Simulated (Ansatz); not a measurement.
# AlNi3 (Pm-3m): equation of state

The task here is to estimate one member of a computed series from the others.

Computed with Ansatz 0.2.0 (DFT PBE, scalar-relativistic, plane waves, PAW, unless a step's input says otherwise).

## The structure to begin with

The structure is cubic, space group Pm-3m (No. 221). Conventional cell: a = 3.567 Å, b = 3.567 Å, c = 3.567 Å, α = 90.00°, β = 90.00°, γ = 90.00°. Around Al (site symmetry m-3m) lie 12 Ni at 2.52 Å. Around Ni (site symmetry 4/mmm) lie 4 Al at 2.52 Å and 8 Ni at 2.52 Å.

As a file:

```cif
data_structure
_symmetry_space_group_name_H-M 'P 1'
_symmetry_Int_Tables_number 1
_cell_length_a 3.5666
_cell_length_b 3.5666
_cell_length_c 3.5666
_cell_angle_alpha 90.000
_cell_angle_beta 90.000
_cell_angle_gamma 90.000
_cell_volume 45.37
loop_
_atom_site_label
_atom_site_type_symbol
_atom_site_fract_x
_atom_site_fract_y
_atom_site_fract_z
_atom_site_occupancy
Al1 Al 0.00000 0.00000 0.00000 1
Ni1 Ni 0.00000 0.50000 0.50000 1
Ni2 Ni 0.50000 0.00000 0.50000 1
Ni3 Ni 0.50000 0.50000 0.00000 1
```

An earlier run at PBE left this cell at 11.342 Å³/atom and 0.00 GPa (12×12×12 mesh).

Volume factors to run: 0.980, 1.020, 0.960, 1.040.

Set-up of the first run:

File input.yaml:

```yaml
crystal:
  lattice:
    - [3.5426515965, 0.0, 0.0]
    - [0.0, 3.5426515965, 0.0]
    - [0.0, 0.0, 3.5426515965]
  atoms:
    - { symbol: Al, position: [0.0, 0.0, 0.0] }
    - { symbol: Ni, position: [0.0, 0.5, 0.5], spin: 0.31 }
    - { symbol: Ni, position: [0.5, 0.0, 0.5], spin: 0.31 }
    - { symbol: Ni, position: [0.5, 0.5, 0.0], spin: 0.31 }
basis:
  ecutwfc: 420
  ecutrho_ratio: 4
kpoints:
  mp_grid: { grid: [12, 12, 12] }
hamiltonian:
  xc: pbe
scf:
  occupations: { method: gaussian, width: 0.05 }
output:
  forces: true
  stress: true
  eigenvalues: true
  populations: true
magnetization:
  spin_polarized: true
```

The run is started by

```console
ansatz run input.yaml --threads 2 --pin off --max-ram 5120MiB --backend cpu --events-out ev --progress --plain --runs-dir out
```

Among the steps run: At 0.980 of the relaxed volume; At 1.020 of the relaxed volume; Scaling the volume by 0.960; Volume × 1.040.

One table of the session follows, with a row left open; its other results are not shown here.

It belongs to the step «The fit». 

```
volume (Å³/atom)  energy (meV/atom)  pressure (GPa)  moment of atom 2 (μB)
          10.889              11.11            8.17                   0.27
          11.115               2.67            3.85                   0.28
          11.342               0.00            0.00                   0.28
          11.569                  ?               ?                      ?
          11.796               9.62           -6.53                   0.29
```

Q: Estimate the row for volume (Å³/atom) = 11.569 from the others.

Worked estimate for «energy (meV/atom)». A straight line through the neighbours (11.342, 0.00) and (11.796, 9.62) gives 0.00 + (9.62 − 0.00) × (11.569 − 11.342) / (11.796 − 11.342) = 4.81; a parabola fitted to 3 rows on both sides gives 2.32.

**Answer.** energy (meV/atom): 2.50; pressure (GPa): -3.45; moment of atom 2 (μB): 0.28. In «energy (meV/atom)» the line misses by +2.31 and the parabola by -0.18.
